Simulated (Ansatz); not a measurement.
# HfF+ (singlet): the correlation ladder, def2-SVP

How much of the correlation energy of HfF+ (singlet) does each wave-function method recover here?

Method: def2-SVP, core rule «outside noble gas», up to 5 orbitals frozen; program: Ansatz 0.2.0, Gaussian basis.

The runs, in order: UHF; CCSD(T) on RHF; CCSD(T) on UHF; CISD; CCSDT(Q) on RHF; CCSDT(Q) on UHF.

22 further runs of the same task are left out: 9 for a known fault of the program, 4 that didn't finish, 9 set aside as unsound or not needed.

### Step 1. What is computed

The geometry is a PBE0/def2-TZVP stationary point (not a proven minimum) of the parent state, kept for this charge and spin. No spin-orbit coupling is included. Elements past krypton take def2 core potentials.

2 atoms, charge 1, spin multiplicity 1.

Atoms are counted from 1 here; the program's logs count them from 0.

Bond lengths: Hf1–F2 1.861 Å.

### Step 2. UHF

The input, in.yaml:

```yaml
crystal:
  periodic: [false, false, false]
  atoms:
    - {symbol: Hf, position_ang: [0.000000, 0.000000, 0.000000]}
    - {symbol: F, position_ang: [0.000000, 0.000000, 1.860593]}
basis:
  gaussian: {orbitals: def2-SVP}
total_charge: 1
magnetization: {spin_polarized: true, initial_magnetization: 0}
hamiltonian: {xc: hf}
output: {orbitals: {seedname: orbitals}}
```

Run with:

```
> ansatz run in.yaml --threads 1 --pin off --events-out ev --progress --plain --max-ram 2393MiB
```

The runs that follow: CCSD(T) on RHF; CCSD(T) on UHF; CISD; CCSDT(Q) on RHF; CCSDT(Q) on UHF.

Q: Predict the results of all the runs planned. Wanted: RCCSDT(Q) below the RHF energy; RMP2 from RCCSDT(Q); UMP2 from RCCSDT(Q); RCCSD from RCCSDT(Q); RCCSD(T) from RCCSDT(Q); UCCSD(T) from RCCSDT(Q); UCCSDT(Q) from RCCSDT(Q); T1 diagnostic.

As calculated:

| quantity | value |
| --- | --- |
| RCCSDT(Q) below the RHF energy | -7.1978 eV |
| RMP2 from RCCSDT(Q) | +487.1 meV |
| UMP2 from RCCSDT(Q) | +321.0 meV |
| RCCSD from RCCSDT(Q) | +247.2 meV |
| RCCSD(T) from RCCSDT(Q) | +29.2 meV |
| UCCSD(T) from RCCSDT(Q) | +28.8 meV |
| UCCSDT(Q) from RCCSDT(Q) | -1.9 meV |
| levels within 1 kcal/mol (43 meV) | RCCSD(T), UCCSD(T), RCCSDT, UCCSDT, UCCSDT(Q) |
| T1 diagnostic | 0.026 |

RCCSD(T) lands +29.2 meV from the yardstick (0.4 % of the correlation energy). These misses are within one basis, not against nature.
